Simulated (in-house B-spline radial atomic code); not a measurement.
# Tm⁵⁸⁺: excited configurations in jj coupling

Aim: the energies of several excited configurations of Tm⁵⁸⁺ above a reference configuration, each from its own self-consistent run.

The numbers are computed with in-house B-spline radial atomic code version 1 (Dirac-Hartree-Fock, average of configuration, Fermi nucleus, basis-set limit), except any that are marked as measured or tabulated.

### Step 1. The system

- element: thulium (Z = 69)
- charge: +58
- electrons: 11
- configuration: 1s2 2s2 2p6 3s1
- Hamiltonian: Dirac-Coulomb
- nucleus: Fermi, rms radius 5.226 fm

Settings, as recorded:

```ini
Z = 69
electrons = 11.0
configuration = 1s2 2s2 2p6 3s1
hamiltonian = dirac
method = hf
spin_polarised = False
nucleus = fermi
rms_radius = 5.2256
mass_number = 169
atomic_mass = 168.934218956
speed_of_light = 137.035999084
```

This reference run was done before. Its total energy is -9708.907449 hartree, and its levels are (the highest eight at most):

| orbital | occupation | energy (eV) | <r> (bohr) |
| --- | --- | --- | --- |
| 1s1/2 | 2 | -64515.9 | 0.01999 |
| 2s1/2 | 2 | -14673.1 | 0.08283 |
| 2p1/2 | 2 | -14232.5 | 0.06889 |
| 2p3/2 | 4 | -13214.7 | 0.07588 |
| 3s1/2 | 1 | -6031.88 | 0.1992 |

### Step 2. Run with 1s2 2s1 2p6 3s1 4s1

Settings, as recorded:

```ini
Z = 69
electrons = 11.0
configuration = 1s2 2s1 2p6 3s1 4s1
hamiltonian = dirac
method = hf
spin_polarised = False
nucleus = fermi
rms_radius = 5.2256
mass_number = 169
atomic_mass = 168.934218956
speed_of_light = 137.035999084
```

### Step 3. Configuration 1s2 2s2 2p-2 2p+3 3s1 5d-1

In configurations, a minus sign after the shell means j = l − 1/2 and a plus sign j = l + 1/2; the count of electrons follows.

The settings differ from step 2 so:

```diff
@@ -2,3 +2,3 @@
 electrons = 11.0
-configuration = 1s2 2s1 2p6 3s1 4s1
+configuration = 1s2 2s2 2p-2 2p+3 3s1 5d-1
 hamiltonian = dirac
```

### Step 4. Run with 1s2 2s1 2p6 3s1 6g+1

The settings differ from step 3 so:

```diff
@@ -2,3 +2,3 @@
 electrons = 11.0
-configuration = 1s2 2s2 2p-2 2p+3 3s1 5d-1
+configuration = 1s2 2s1 2p6 3s1 6g+1
 hamiltonian = dirac
```

### Step 5. Run with 1s2 2s2 2p-1 2p+4 3s1 4p-1

The settings differ from step 4 so:

```diff
@@ -2,3 +2,3 @@
 electrons = 11.0
-configuration = 1s2 2s1 2p6 3s1 6g+1
+configuration = 1s2 2s2 2p-1 2p+4 3s1 4p-1
 hamiltonian = dirac
```

### Step 6. Run with 1s2 2s2 2p6 5f+1

The settings differ from step 5 so:

```diff
@@ -2,3 +2,3 @@
 electrons = 11.0
-configuration = 1s2 2s2 2p-1 2p+4 3s1 4p-1
+configuration = 1s2 2s2 2p6 5f+1
 hamiltonian = dirac
```

How far above the reference does each configuration lie (order and size, in eV)?

As calculated:

| net move | configuration | energy above the reference (eV) | with Breit, QED, recoil (eV) | largest <r> (bohr) |
| --- | --- | --- | --- | --- |
| 3s → 5f7/2 | 1s2 2s2 2p6 5f+1 | 4127.78 | 4119.10 | 0.530 |
| 2p1/2 → 4p1/2 | 1s2 2s2 2p-1 2p+4 3s1 4p-1 | 10988.6 | 10959.5 | 0.353 |
| 2p3/2 → 5d3/2 | 1s2 2s2 2p-2 2p+3 3s1 5d-1 | 11262.2 | 11242.1 | 0.566 |
| 2s → 4s | 1s2 2s1 2p6 3s1 4s1 | 11399.4 | 11370.3 | 0.236 |
| 2s → 6g9/2 | 1s2 2s1 2p6 3s1 6g+1 | 13344.2 | 13310.5 | 0.742 |

What this shows: The energies run from 4127.78 eV (3s → 5f7/2) to 13344.2 eV (2s → 6g9/2). Koopmans' estimate of the ionisation threshold is 6031.88 eV; 4 configurations exceed it by over 2 % and could autoionise. Two partly filled shells share a symmetry and can mix in the average, which may lower the energy, for: 2p1/2 → 4p1/2; 2s → 4s; 2s → 6g9/2. These are averages over configurations, without correlation, not spectroscopic levels.
